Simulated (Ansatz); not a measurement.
# LiMg2: the cost of one run

Program: Ansatz 0.2.0. Level of theory: DFT PBEsol, scalar-relativistic, plane waves, PAW. These are calculated values, not measurements.

### 1 The structure to begin with

Symmetry: C2/c, No. 15, monoclinic system. The conventional cell has a = 9.370 Å, b = 5.401 Å, c = 5.985 Å, α = 90.00°, β = 122.51°, γ = 90.00°. Li (site symmetry 2) has 10 Mg at 3.08 to 3.13 Å and 2 Li at 3.14 Å as nearest neighbours. Mg (site symmetry 1) has 7 Mg at 3.07 to 3.16 Å and 5 Li at 3.08 to 3.13 Å as nearest neighbours.

Structure file:

```
Li Mg
1.0
     0.00000   -5.40116    0.00000
    -4.68495   -2.70058    0.00000
    -1.46796   -2.70058   -5.04698
Li Mg
2 4
Cartesian
  -2.2722 -7.6286 -3.7852
  -3.8807 -3.1737 -1.2617
  -2.3008 -5.8724 -1.2604
  -0.7756 -3.1719 -1.2631
  -5.3773 -7.6305 -3.7839
  -3.8521 -4.9299 -3.7866
```

The structure comes from the Materials Project (structure only).

### 2 The base run

input.yaml reads:

```yaml
crystal:
  lattice:
    - [0.0, -5.40115952, 0.0]
    - [-4.684954778, -2.70057976, 0.0]
    - [-1.46795662, -2.70057976, -5.0469837079]
  atoms:
    - { symbol: Li, position: [0.91239821, 0.25, 0.75] }
    - { symbol: Li, position: [0.08760179, 0.75, 0.25] }
    - { symbol: Mg, position: [0.7559627, 0.41285732, 0.24972859] }
    - { symbol: Mg, position: [0.41854861, 0.08714268, 0.25027141] }
    - { symbol: Mg, position: [0.58145139, 0.91285732, 0.74972859] }
    - { symbol: Mg, position: [0.2440373, 0.58714268, 0.75027141] }
basis:
  ecutwfc: 420
  fft_grid_basis: typed
kpoints:
  mp_grid: { grid: [8, 8, 8] }
hamiltonian:
  xc: pbesol
  pseudopotentials: { kind: paw }
scf:
  occupations: { method: gaussian, width: 0.05 }
output:
  forces: true
  stress: true
  eigenvalues: true
  bader: true
  write_density: true
  volumetric_format: npy
  elf: true
```

On the command line:

```bash
$ ansatz run input.yaml --threads 2 --pin off --max-ram 4096MiB --backend cpu --events-out ev --progress --plain --runs-dir out
```

What time and memory should one allow on 2 threads of Arm Neoverse N1, shared host?

About 61 s, with a peak of 0.62 GiB.
